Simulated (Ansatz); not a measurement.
# AlH₇SiSn: a ladder of functionals and wavefunction methods

How much do the methods differ for AlH₇SiSn? The plan is to run it at one geometry with functionals of several rungs and with coupled cluster. The yardstick is the atomisation energy at the CCSD(T) limit.

Method: functionals in def2-TZVPP, the program's frozen cores in correlated methods; program: Ansatz 0.2.0, Gaussian basis.

Levels to be run: LDA (SPW92), PBE-D4, revPBE-D4, BLYP-D4, r2SCAN-D4, B97M-V, PBE0-D4, B3LYP-D4, r2SCANh-D4, r2SCAN0-D4, HSE06-D4, BHLYP-D4, CAM-B3LYP-D4, LC-ωPBE, ωB97X-V, ωB97M-V, B2PLYP, PBE-QIDH; CCSD(T)/def2-SVP; CCSD(T)/def2-TZVPP; MP2/def2-QZVPP; extrapolation to the limit; RPA on PBE.

## 1. The geometry

An earlier PBE0-D4 in a triple-zeta def2 set relaxation fixed the geometry. Sn takes the def2 core potential; no spin-orbit term is included.

SMILES `[SiH3][AlH][SnH3]`, 10 atoms, charge 0, spin multiplicity 1.

Atoms are counted from 1 here; the program's logs count them from 0.

Bond lengths: Si1–Al2 2.456 Å, Si1–H4 1.492 Å, Si1–H5 1.489 Å, Si1–H6 1.492 Å, Al2–Sn3 2.662 Å, Al2–H7 1.590 Å, Sn3–H8 1.713 Å, Sn3–H9 1.712 Å, Sn3–H10 1.713 Å. Angles: Al2–Si1–H4 109.8°, Al2–Si1–H5 114.3°, Al2–Si1–H6 109.8°, H4–Si1–H5 107.9°, H4–Si1–H6 106.9°, H5–Si1–H6 107.8°, Si1–Al2–Sn3 119.8°, Si1–Al2–H7 121.6°, Sn3–Al2–H7 118.6°, Al2–Sn3–H8 112.0°, Al2–Sn3–H9 113.4°, Al2–Sn3–H10 111.9°, H8–Sn3–H9 106.4°, H8–Sn3–H10 106.2°, H9–Sn3–H10 106.4°.

## 2. LDA

This LDA is Slater exchange with PW92 correlation.

in.yaml

```yaml
crystal:
  periodic: [false, false, false]
  atoms:
    - {symbol: Si, position_ang: [-1.727607, 1.016859, -0.987444]}
    - {symbol: Al, position_ang: [0.630941, 0.366064, -0.771792]}
    - {symbol: Sn, position_ang: [1.403794, -1.143735, 1.279557]}
    - {symbol: H, position_ang: [-2.584512, -0.202661, -1.056026]}
    - {symbol: H, position_ang: [-2.025795, 1.852509, -2.183846]}
    - {symbol: H, position_ang: [-2.154543, 1.780133, 0.221460]}
    - {symbol: H, position_ang: [1.723199, 0.824470, -1.833143]}
    - {symbol: H, position_ang: [2.607999, -0.374345, 2.224606]}
    - {symbol: H, position_ang: [0.128429, -1.541490, 2.349762]}
    - {symbol: H, position_ang: [2.081396, -2.629005, 0.759769]}
basis:
  gaussian: {orbitals: def2-TZVPP}
hamiltonian: {xc: lda}
output: {orbitals: {seedname: orbitals}}
```

The run is started by

```
$ ansatz run in.yaml --threads 2 --pin off --events-out ev --progress --plain --max-ram 4352MiB
```

The runs that follow: PBE-D4 (GGA); revPBE-D4 (GGA); BLYP-D4 (GGA); r2SCAN-D4 (meta-GGA); B97M-V (meta-GGA); B3LYP-D4 (hybrid); r2SCANh-D4 (hybrid); r2SCAN0-D4 (hybrid); HSE06-D4 (hybrid); BHLYP-D4 (hybrid); CAM-B3LYP-D4 (range-separated); LC-ωPBE (range-separated); ωB97X-V (range-separated); ωB97M-V (range-separated); B2PLYP (double hybrid); PBE-QIDH (double hybrid); CCSD(T) in def2-SVP; CCSD(T) in def2-TZVPP; MP2 in def2-QZVPP; RPA on PBE orbitals.

**Question.** What will the summary of the whole plan be? Wanted: atomisation energy, CCSD(T)/CBS; farthest beyond LDA; mean size of error, GGA; mean size of error, meta-GGA; mean size of error, hybrid; mean size of error, range-separated; mean size of error, double hybrid; gap, smallest and largest; T1 diagnostic.

The runs gave:

| quantity | value |
| --- | --- |
| atomisation energy, CCSD(T)/CBS | 2466.7 kJ/mol |
| functionals within 24.7 kJ/mol (1.0 %) | r2SCAN-D4, CAM-B3LYP-D4, ωB97X-V |
| farthest beyond LDA | revPBE-D4 (-106.6 kJ/mol) |
| mean size of error, GGA | 84.2 kJ/mol |
| mean size of error, meta-GGA | 29.8 kJ/mol |
| mean size of error, hybrid | 43.8 kJ/mol |
| mean size of error, range-separated | 29.0 kJ/mol |
| mean size of error, double hybrid | 68.0 kJ/mol |
| gap, smallest and largest | 2.90 eV (LDA (SPW92)), 9.08 eV (LC-ωPBE) |
| T1 diagnostic | 0.0139 |
| triples share of the correlation energy | 2.8 % |

What this shows: The LDA atomisation energy is off by 225.6 kJ/mol (9 %): it overbinds. PBE-D4 misses by -73.3 kJ/mol. Double hybrids carry the basis error of their MP2 part in triple zeta, and no dispersion term here, so their miss is partly the set-up's. Taken by rung, range-separated functionals do best (29.0 kJ/mol on average) and GGA ones worst beyond LDA (84.2 kJ/mol). The gap between the best rungs is small, so their order is not settled. The reference freezes the cores and leaves out spin-orbit coupling and excitations past (T), and its outer-core shells are covered unevenly, so misses under about 24.7 kJ/mol can't be ranked. All levels share the lack of spin-orbit coupling, which lowers the free heavy atoms and so the true binding. Hartree-Fock recovers 74 % of the binding; the rest is correlation. CCSD(T) in def2-SVP is off by -179.6 kJ/mol, worse than the median functional, from the basis alone. Orbital gaps span 2.9 to 9.1 eV; exact exchange widens them. Correlated methods include outer-core shells of Sn, which these sets cover unevenly.
